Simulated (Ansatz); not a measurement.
# C2H3ClSi: the cost of one run

Program: Ansatz 0.2.0. Level of theory: RHF/def2-SVP. These are calculated values, not measurements.

### 1 The structure to begin with

Bond lengths: C1–C2 1.307 Å, C2–Si3 1.730 Å, Si3–Cl4 2.013 Å, C1–H5 1.086 Å, C1–H6 1.086 Å, Si3–H7 1.443 Å. Angles: C1–C2–Si3 178.4°, C2–C1–H5 122.8°, C2–C1–H6 122.7°, H5–C1–H6 114.5°, C2–Si3–Cl4 123.3°, C2–Si3–H7 125.9°, Cl4–Si3–H7 110.7°.

As a file:

```xyz
7

C    -0.7840    1.3949    0.0741
C    -0.1146    0.2726    0.0414
Si    0.8116   -1.1881   -0.0128
Cl    0.1042   -2.9198   -0.7553
H    -0.7625    2.1170   -0.7362
H    -1.4136    1.6776    0.9126
H     2.1588   -1.3542    0.4762
```

### 2 Relaxing end A

Input file input.yaml:

```yaml
crystal:
  periodic: [false, false, false]
  atoms:
    - { symbol: C, position_ang: [-0.78395, 1.39486, 0.07414] }
    - { symbol: C, position_ang: [-0.11461, 0.27263, 0.04144] }
    - { symbol: Si, position_ang: [0.81163, -1.18809, -0.01281] }
    - { symbol: Cl, position_ang: [0.10423, -2.91978, -0.75527] }
    - { symbol: H, position_ang: [-0.76247, 2.11703, -0.73624] }
    - { symbol: H, position_ang: [-1.41361, 1.6776, 0.91258] }
    - { symbol: H, position_ang: [2.15878, -1.35424, 0.47616] }
basis:
  gaussian: { orbitals: def2-SVP }
hamiltonian:
  xc: hf
relax:
  f_tol: 0.02
  max_steps: 50
output:
  orbitals: {}
```

The run is started by

```console
> ansatz run input.yaml --threads 1 --pin off --max-ram 2048MiB --backend cpu --events-out ev --progress --plain --runs-dir out
```

What time and memory should one allow on 1 thread of Arm Neoverse N1, shared host?

About 20 s, with a peak of 0.14 GiB.
